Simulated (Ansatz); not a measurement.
# Si2GeN4: the band gap up the ladder of functionals

The task here is to estimate one member of a computed series from the others.

Program: Ansatz 0.2.0. PAW datasets, plane waves. Values at 0 K without nuclear motion; spin polarisation is off, and the phase may be a hypothetical one.

### The structure to begin with

The cell was relaxed beforehand with r2SCAN.

Space group Pm (No. 6), monoclinic; conventional cell a = 7.727 Å, b = 2.962 Å, c = 7.751 Å, β = 119.7°, 11.01 Å³ an atom. Near Si stand 4 N at 1.73–1.76 Å; near Ge stand 4 N at 1.81–1.83 Å; near Si stand 4 N at 1.74–1.75 Å; near Si stand 4 N at 1.72–1.74 Å.

Structure file:

Space group Pm (No. 6). a = 7.727 Å, b = 2.962 Å, c = 7.751 Å, α = 90.00°, β = 119.69°, γ = 90.00°
| atom | site | symmetry | x | y | z |
| --- | --- | --- | --- | --- | --- |
| Si | 1b | m | 0.1708 | 0.5000 | 0.7626 |
| Si | 1a | m | 0.7709 | 0.0000 | 0.5979 |
| Ge | 1a | m | 0.4016 | 0.0000 | 0.1732 |
| Si | 1b | m | 0.5904 | 0.5000 | 0.8204 |
| Si | 1b | m | 0.2375 | 0.5000 | 0.4145 |
| Ge | 1a | m | 0.8287 | 0.0000 | 0.2295 |
| N | 1b | m | 0.3330 | 0.5000 | 0.6683 |
| N | 1a | m | 0.6703 | 0.0000 | 0.3425 |
| N | 1b | m | 0.3165 | 0.5000 | 0.0183 |
| N | 1a | m | 0.0295 | 0.0000 | 0.6955 |
| N | 1a | m | 0.3047 | 0.0000 | 0.3464 |
| N | 1b | m | 0.7041 | 0.5000 | 0.6731 |
| N | 1a | m | 0.6599 | 0.0000 | 0.9581 |
| N | 1b | m | 0.9821 | 0.5000 | 0.2997 |

The first run:

Contents of input.yaml:

```yaml
crystal:
  lattice:
    - [7.7512065623, 0.0, -0.0279376728]
    - [0.0, 2.9618578603, 0.0]
    - [-3.8997904807, 0.0, 6.7261356854]
  atoms:
    - { symbol: Si, position: [0.5917752804, 0.5, 0.8291933394] }
    - { symbol: Si, position: [0.8269360675, 0.0, 0.2290767153] }
    - { symbol: Ge, position: [0.7716603958, 0.0, 0.5984482724] }
    - { symbol: Si, position: [0.2299673716, 0.5, 0.4095671679] }
    - { symbol: Si, position: [0.1770293986, 0.5, 0.7624892086] }
    - { symbol: Ge, position: [0.4007881431, 0.0, 0.1712974256] }
    - { symbol: "N", position: [0.3352811155, 0.5, 0.667005124] }
    - { symbol: "N", position: [0.6722401499, 0.0, 0.3297383124] }
    - { symbol: "N", position: [0.7018089345, 0.5, 0.6834771857] }
    - { symbol: "N", position: [0.6659683128, 0.0, 0.9704566779] }
    - { symbol: "N", position: [0.0417564261, 0.0, 0.6953395188] }
    - { symbol: "N", position: [0.9690001884, 0.5, 0.2959275193] }
    - { symbol: "N", position: [0.2982128484, 0.0, 0.3401274657] }
    - { symbol: "N", position: [0.3175753677, 0.5, 0.0178560667] }
kpoints:
  mp_grid: { grid: [4, 8, 4] }
  band_path:
    path:
      - [0.0, 0.0, 0.0]
      - [1.674917077884e-18, 0.5, -1.674917077884e-18]
      - [0.5, 0.5, -0.5]
      - [0.5, -3.565812357422e-35, -0.5]
      - [0.0, 0.0, 0.0]
      - [0.5, 9.591200286688e-19, -2.621192318293e-17]
      - [0.5, 0.5, -2.621192318293e-17]
      - [1.674917077884e-18, 0.5, -1.674917077884e-18]
      - [-4.635968335452e-17, 0.5, 0.5]
      - [-4.884449169941e-17, 9.591200286688e-19, 0.5]
      - [0.0, 0.0, 0.0]
    npoints: 10
hamiltonian:
  xc: pbe
scf:
  occupations: { method: fermi_dirac, width: 0.02 }
  n_extra_bands: 7
output:
  forces: true
  stress: true
  eigenvalues: true
```

Among the steps run: PBE band path; r2SCAN at the same geometry; HSE06 at the same geometry; PBE+SOC; PBE0 at the same geometry.

One of the session's tables, all rows but one given; the rest of the session is left out.

| level | gap (eV) |
| --- | --- |
| PBE | 3.74 |
| r2SCAN | 4.27 |
| HSE06 | 5.26 |
| PBE+SOC | 3.74 |
| PBE0 | ? |

**Question.** Estimate the row for PBE0.

**Answer.** gap (eV): 6.01. In the column «gap (eV)» it is the highest.

Meshes: PBE 4×8×4, r2SCAN 4×8×4, HSE06 2×6×2, PBE+SOC 4×8×4, PBE0 2×6×2

PBE reaches 71 % of the HSE06 value, and r2SCAN 81 %. PBE0 lies 0.75 eV above HSE06, which differs from it by screening the long-range exchange.

To keep in mind: Warnings in the runs' records: stress scf threshold loose, stress exchange threshold loose.
